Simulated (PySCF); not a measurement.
# Solver options tried on GaSe⁻

The same problem is solved with other solver options, one edit a run.

Method: method and basis as typed in the scripts; program: PySCF 2.14.0.

1 further run of the same task is left out (it didn't finish).

## (1) The starting structure

GaSe⁻: 2 atoms, charge -1, spin multiplicity 1.

Bond lengths: Ga1–Se2 2.420 Å.

## (2) The base run

input.py reads:

```python
from pyscf import gto, scf

mol = gto.M(
    atom='Ga 0 0 0; Se 0 0 2.42',
    basis='sbkjc',
    ecp={'Ga': 'sbkjc', 'Se': 'sbkjc'},
    charge=-1,
    spin=0,
    verbose=4,
)
mf = scf.UHF(mol)
mf.kernel()
mf.mulliken_pop()
mf.dip_moment()
print('orbital energies (hartree):', [e[max(0, n-3):n+3].round(4) for e, n in zip(mf.mo_energy, mol.nelec)])
```

Run with:

```
> OMP_NUM_THREADS=1 python input.py
```

The log of this run is left out.

It gives: E(SCF) = -266.382369 Eh, 13 cycles.

The bond length is a typed value, not an optimised one. The dipole of an ion depends on the origin.

## (3) Convergence threshold 1e-16 hartree

Variant 1 changes convergence threshold: default → 1e-16 hartree.

input.py reads:

```python
from pyscf import gto, scf

mol = gto.M(
    atom='Ga 0 0 0; Se 0 0 2.42',
    basis='sbkjc',
    ecp={'Ga': 'sbkjc', 'Se': 'sbkjc'},
    charge=-1,
    spin=0,
    verbose=4,
)
mf = scf.UHF(mol)
mf.conv_tol = 1e-16
mf.kernel()
mf.mulliken_pop()
mf.dip_moment()
print('orbital energies (hartree):', [e[max(0, n-3):n+3].round(4) for e, n in zip(mf.mo_energy, mol.nelec)])
```

Run with:

```
> OMP_NUM_THREADS=1 python input.py
```

## (4) DIIS space 4

Variant 2 changes DIIS space: default → 4.

input.py, as its differences from that of step 2:

```diff
@@ -11,2 +11,3 @@
 mf = scf.UHF(mol)
+mf.diis_space = 4
 mf.kernel()
```

## (5) Point-group symmetry on

Variant 3 changes point-group symmetry: off → on.

input.py, as its differences from that of step 2:

```diff
@@ -8,2 +8,3 @@
     spin=0,
+    symmetry=True,
     verbose=4,
```

## (6) Initial guess hcore

Variant 4 changes initial guess: minao → hcore.

input.py, as its differences from that of step 2:

```diff
@@ -11,2 +11,3 @@
 mf = scf.UHF(mol)
+mf.init_guess = 'hcore'
 mf.kernel()
```

What does the calculation give? Wanted: for each run, E(SCF); from base; gap.

**Answer**, as computed:

```tsv
run	E(SCF) (hartree)	from base (eV)	cycles	gap (eV)
base	-266.382369	0	13	8.72
convergence threshold 1e-16 hartree	-266.382369	0.0000	26	8.72
DIIS space 4	-266.382369	0.0000	15	8.72
point-group symmetry on	-266.382369	0.0000	13	8.72
initial guess hcore	-266.382369	0.0000	14	8.72
```

Distance from each run's final energy (log10 hartree) by cycle:

```tsv
run	cycle 1	cycle 2	cycle 3	cycle 5	cycle 8	cycle 12
base	1.6	1.6	0.1	-0.9	-4.4	-9.3
convergence threshold 1e-16 hartree	1.6	1.6	0.1	-0.9	-4.4	-9.2
DIIS space 4	1.6	1.6	0.1	-0.9	-4.0	-7.6
point-group symmetry on	1.6	1.6	0.0	-0.9	-4.4	-9.6
initial guess hcore	2.2	1.8	0.2	-1.0	-4.7	-8.5
```

The SCF energy stays the same, to the digits that matter, with convergence threshold 1e-16 hartree or DIIS space 4 or point-group symmetry on or initial guess hcore. With DIIS space 4, point-group symmetry on, initial guess hcore the path hardly changes: 13 to 15 cycles against 13.
